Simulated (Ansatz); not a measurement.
# C2H6SiZn: a ladder of functionals and wavefunction methods

Aim: compute C2H6SiZn with functionals from several rungs and with coupled cluster, and see how far each lands from CCSD(T) at the basis-set limit for the atomisation energy.

Computed with Ansatz 0.2.0, Gaussian basis. Level: functionals in def2-TZVPP, the program's frozen cores in correlated methods.

Levels to be run: PBE-D4, r2SCAN-D4, PBE0-D4, B3LYP-D4, ωB97X-V, ωB97M-V, B2PLYP; CCSD(T)/def2-TZVPP; MP2/def2-QZVPP; extrapolation to the limit.

### 1 The relaxed structure

An earlier PBE0-D4 in a triple-zeta def2 set relaxation fixed the geometry.

10 atoms, charge 0, spin multiplicity 1.

Atoms are counted from 1 here; the program's logs count them from 0.

Bond lengths: C1–C2 1.536 Å, C1–Si4 1.956 Å, C1–H5 1.094 Å, C1–H6 1.096 Å, C2–Zn3 2.026 Å, C2–H7 1.088 Å, C2–H8 1.090 Å, Zn3–Si4 2.381 Å, Si4–H9 1.495 Å, Si4–H10 1.494 Å. Angles: C2–C1–Si4 115.1°, C2–C1–H5 110.4°, C2–C1–H6 111.6°, Si4–C1–H5 105.0°, Si4–C1–H6 106.3°, H5–C1–H6 107.9°, C1–C2–Zn3 89.2°, C1–C2–H7 114.4°, C1–C2–H8 113.3°, Zn3–C2–H7 118.5°, Zn3–C2–H8 110.8°, H7–C2–H8 109.5°, C2–Zn3–Si4 83.8°, C1–Si4–Zn3 70.5°, C1–Si4–H9 111.1°, C1–Si4–H10 111.6°, Zn3–Si4–H9 120.4°, Zn3–Si4–H10 129.5° and more.

### 2 PBE-D4 (GGA)

File in.yaml:

```yaml
crystal:
  periodic: [false, false, false]
  atoms:
    - {symbol: C, position_ang: [-0.461614, 0.224907, -0.325237]}
    - {symbol: C, position_ang: [-0.735041, -1.257143, -0.028957]}
    - {symbol: Zn, position_ang: [1.198977, -1.472051, 0.536559]}
    - {symbol: Si, position_ang: [1.252278, 0.899780, 0.333540]}
    - {symbol: H, position_ang: [-0.440181, 0.401177, -1.404566]}
    - {symbol: H, position_ang: [-1.234266, 0.871454, 0.106456]}
    - {symbol: H, position_ang: [-1.092811, -1.826829, -0.883745]}
    - {symbol: H, position_ang: [-1.404748, -1.411159, 0.817159]}
    - {symbol: H, position_ang: [1.063662, 1.766954, 1.536729]}
    - {symbol: H, position_ang: [1.936745, 1.751811, -0.684940]}
basis:
  gaussian: {orbitals: def2-TZVPP}
hamiltonian: {xc: pbe, dispersion: d4}
output: {forces: true, orbitals: {seedname: orbitals}}
```

On the command line:

```bash
$ ansatz run in.yaml --threads 4 --pin off --events-out ev --progress --plain --max-ram 10444MiB
```

After this run come: r2SCAN-D4 (meta-GGA); PBE0-D4 (hybrid); B3LYP-D4 (hybrid); ωB97X-V (range-separated); ωB97M-V (range-separated); B2PLYP (double hybrid); CCSD(T) in def2-TZVPP; MP2 in def2-QZVPP.

**Question.** What will the summary of the whole plan be? Wanted: atomisation energy, CCSD(T)/CBS; farthest; mean size of error, hybrid; mean size of error, range-separated; gap, smallest and largest; T1 diagnostic; triples share of the correlation energy.

**Answer**, as computed:

| quantity | value |
| --- | --- |
| atomisation energy, CCSD(T)/CBS | 3164.2 kJ/mol |
| functionals within 15.8 kJ/mol (0.5 %) | B3LYP-D4, ωB97M-V |
| farthest | PBE-D4 (+56.4 kJ/mol) |
| mean size of error, hybrid | 16.3 kJ/mol |
| mean size of error, range-separated | 11.9 kJ/mol |
| gap, smallest and largest | 2.54 eV (PBE-D4), 8.09 eV (ωB97X-V) |
| T1 diagnostic | 0.0167 |
| triples share of the correlation energy | 3.9 % |

What this shows: PBE-D4 misses by +56.4 kJ/mol. Double hybrids carry the basis error of their MP2 part in triple zeta, and no dispersion term here, so their miss is partly the set-up's. Misses under about 15.8 kJ/mol are within the doubt on the reference itself, which lacks core-valence correlation, relativity and higher excitations. Hartree-Fock recovers 73 % of the binding; the rest is correlation. The gap grows from 2.5 to 8.1 eV across the functionals, mostly with the share of exact exchange. For Zn the d shell is correlated and the shells below it are frozen.
